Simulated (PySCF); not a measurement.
# Solver options tried on CaB

Aim: find out which solver settings change the answer for CaB.

Method: each script names its method and basis; program: PySCF 2.14.0.

3 further runs of the same task are left out: 3 that didn't finish.

## Step 1: Starting geometry

CaB: 2 atoms, charge 0, spin multiplicity 2.

Bond lengths: Ca1–B2 2.525 Å.

## Step 2: Base script

Contents of input.py:

```python
from pyscf import gto, scf, mp

mol = gto.M(
    atom='Ca 0 0 0; B 0 0 2.525',
    basis='6-31g',
    charge=0,
    spin=1,
    verbose=4,
)
mf = scf.UHF(mol)
mf.kernel()
mp.MP2(mf, frozen=6).kernel()
mf.dip_moment()
print('orbital energies (hartree):', [e[max(0, n-3):n+3].round(4) for e, n in zip(mf.mo_energy, mol.nelec)])
```

Run with:

```bash
$ OMP_NUM_THREADS=1 python input.py
```

Its log is not repeated here.

It gives: E(SCF) = -701.198312 Eh, E(MP2) − E(SCF) = -0.05166 Eh, ⟨S²⟩ = 0.769, μ = 0.46 D (of the SCF density).

The bond length is a typed value, not an optimised one.

## Step 3: Damping 0.2

Run 1 changes damping: none → 0.2.

Contents of input.py:

```python
from pyscf import gto, scf, mp

mol = gto.M(
    atom='Ca 0 0 0; B 0 0 2.525',
    basis='6-31g',
    charge=0,
    spin=1,
    verbose=4,
)
mf = scf.UHF(mol)
mf.damp = 0.2
mf.diis_start_cycle = 8
mf.kernel()
mp.MP2(mf, frozen=6).kernel()
mf.dip_moment()
print('orbital energies (hartree):', [e[max(0, n-3):n+3].round(4) for e, n in zip(mf.mo_energy, mol.nelec)])
```

Run with:

```bash
$ OMP_NUM_THREADS=1 python input.py
```

## Step 4: Initial guess 1e

Run 2 changes initial guess: minao → 1e.

Changes to input.py since step 2:

```diff
@@ -10,2 +10,3 @@
 mf = scf.UHF(mol)
+mf.init_guess = '1e'
 mf.kernel()
```

## Step 5: Damping 0.95

Run 3 changes damping: none → 0.95.

Changes to input.py since step 2:

```diff
@@ -10,2 +10,4 @@
 mf = scf.UHF(mol)
+mf.damp = 0.95
+mf.diis_start_cycle = 8
 mf.kernel()
```

What does the calculation give? Wanted: for each run, E(SCF); from base; gap, α spin; SCF dipole; after the SCF.

As calculated:

| run | E(SCF) (hartree) | from base (eV) | cycles | gap, α spin (eV) | SCF dipole (D) | after the SCF |
| --- | --- | --- | --- | --- | --- | --- |
| base | -701.198312 | 0 | 16 | 5.33 | 0.46 | MP2 correlation -1.406 eV, core frozen |
| damping 0.2 | -701.198312 | 0.0000 | 19 | 5.33 | 0.46 | MP2 correlation -1.406 eV, core frozen |
| initial guess 1e | -701.198312 | 0.0000 | 17 | 5.33 | 0.46 | MP2 correlation -1.406 eV, core frozen |
| damping 0.95 | -701.198312 | 0.0000 | 21 | 5.33 | 0.46 | MP2 correlation -1.406 eV, core frozen |

Distance from each run's final energy (log10 hartree) by cycle:

| run | cycle 1 | cycle 2 | cycle 3 | cycle 5 | cycle 8 | cycle 12 |
| --- | --- | --- | --- | --- | --- | --- |
| base | -1.1 | -1.6 | -2.2 | -2.4 | -4.5 | -7.0 |
| damping 0.2 | -1.1 | -1.8 | -2.3 | -3.0 | -2.1 | -5.3 |
| initial guess 1e | -0.6 | -0.9 | -2.3 | -1.9 | -4.3 | -5.0 |
| damping 0.95 | -1.1 | -1.2 | -1.3 | -1.5 | -2.2 | -2.6 |

With damping 0.2 or initial guess 1e or damping 0.95 the SCF ends at the base energy. The base needs 16 cycles and the run with damping 0.95 needs 21.
